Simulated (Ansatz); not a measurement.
# C3H7AlGe: small, medium and large basis sets

One table from this session's results is given with a row withheld; the runs are named, their logs left out.

Computed with Ansatz 0.2.0, Gaussian basis. Level: one geometry, several basis sets.

Levels to be run: PBE0-D4/def2-SVP; ωB97M-V/def2-SVP; PBE0-D4/def2-QZVPP; ωB97M-V/def2-QZVPP; the functionals' def2-TZVPP values are taken from earlier runs.

### Structure used throughout

The geometry comes from an earlier relaxation with PBE0-D4 in a triple-zeta def2 set; it is a stationary point, not always the lowest conformer.

SMILES `[AlH2][GeH]1[CH]=C[CH2]1`, 12 atoms, charge 0, spin multiplicity 1.

Atoms are counted from 1 here; the program's logs count them from 0.

Bond lengths: Al1–Ge2 2.479 Å, Al1–H6 1.589 Å, Al1–H7 1.589 Å, Ge2–C3 1.962 Å, Ge2–C5 2.006 Å, Ge2–H8 1.549 Å, C3–C4 1.339 Å, C3–H9 1.084 Å, C4–C5 1.508 Å, C4–H10 1.092 Å, C5–H11 1.093 Å, C5–H12 1.092 Å. Angles: Ge2–Al1–H6 120.8°, Ge2–Al1–H7 120.0°, H6–Al1–H7 119.1°, Al1–Ge2–C3 115.3°, Al1–Ge2–C5 118.8°, Al1–Ge2–H8 115.1°, C3–Ge2–C5 71.9°, C3–Ge2–H8 114.7°, C5–Ge2–H8 114.2°, Ge2–C3–C4 92.4°, Ge2–C3–H9 140.0°, C4–C3–H9 127.5°, C3–C4–C5 109.7°, C3–C4–H10 126.3°, C5–C4–H10 124.0°, Ge2–C5–C4 85.9°, Ge2–C5–H11 114.7°, Ge2–C5–H12 117.4° and more.

The first run:

Contents of in.yaml:

```yaml
crystal:
  periodic: [false, false, false]
  atoms:
    - {symbol: Al, position_ang: [-0.191900, 1.685953, 1.988437]}
    - {symbol: Ge, position_ang: [-0.845168, 0.010639, 0.281795]}
    - {symbol: C, position_ang: [-0.160877, 0.345250, -1.526605]}
    - {symbol: C, position_ang: [0.644914, -0.722788, -1.480499]}
    - {symbol: C, position_ang: [0.446203, -1.454136, -0.176655]}
    - {symbol: H, position_ang: [-1.045744, 3.009624, 2.199465]}
    - {symbol: H, position_ang: [1.132853, 1.478006, 2.841235]}
    - {symbol: H, position_ang: [-2.325284, -0.443810, 0.339435]}
    - {symbol: H, position_ang: [-0.258530, 1.064528, -2.331243]}
    - {symbol: H, position_ang: [1.344637, -1.038931, -2.256286]}
    - {symbol: H, position_ang: [-0.005752, -2.442692, -0.287202]}
    - {symbol: H, position_ang: [1.341547, -1.546742, 0.442123]}
basis:
  gaussian: {orbitals: def2-SVP}
hamiltonian: {xc: pbe0, dispersion: d4}
output: {orbitals: {seedname: orbitals}}
```

Among the steps run: PBE0-D4 in def2-SVP; ωB97M-V in def2-SVP; PBE0-D4 in def2-QZVPP; ωB97M-V in def2-QZVPP.

One table of the session follows, with a row left open; its other results are not shown here.

It belongs to the step «Density functionals: the series». 

| functional | basis | HOMO (eV) | LUMO (eV) |
| --- | --- | --- | --- |
| PBE0-D4 | def2-SVP | ? | ? |
| PBE0-D4 | def2-TZVPP | -6.97 | -2.06 |
| PBE0-D4 | def2-QZVPP | -6.97 | -2.07 |
| ωB97M-V | def2-SVP | -8.93 | -0.37 |
| ωB97M-V | def2-TZVPP | -8.96 | -0.44 |
| ωB97M-V | def2-QZVPP | -8.96 | -0.54 |

**Question.** Estimate the row for PBE0-D4, def2-SVP.

As computed: HOMO (eV): -6.96; LUMO (eV): -2.05. In the column «HOMO (eV)» it is the highest.
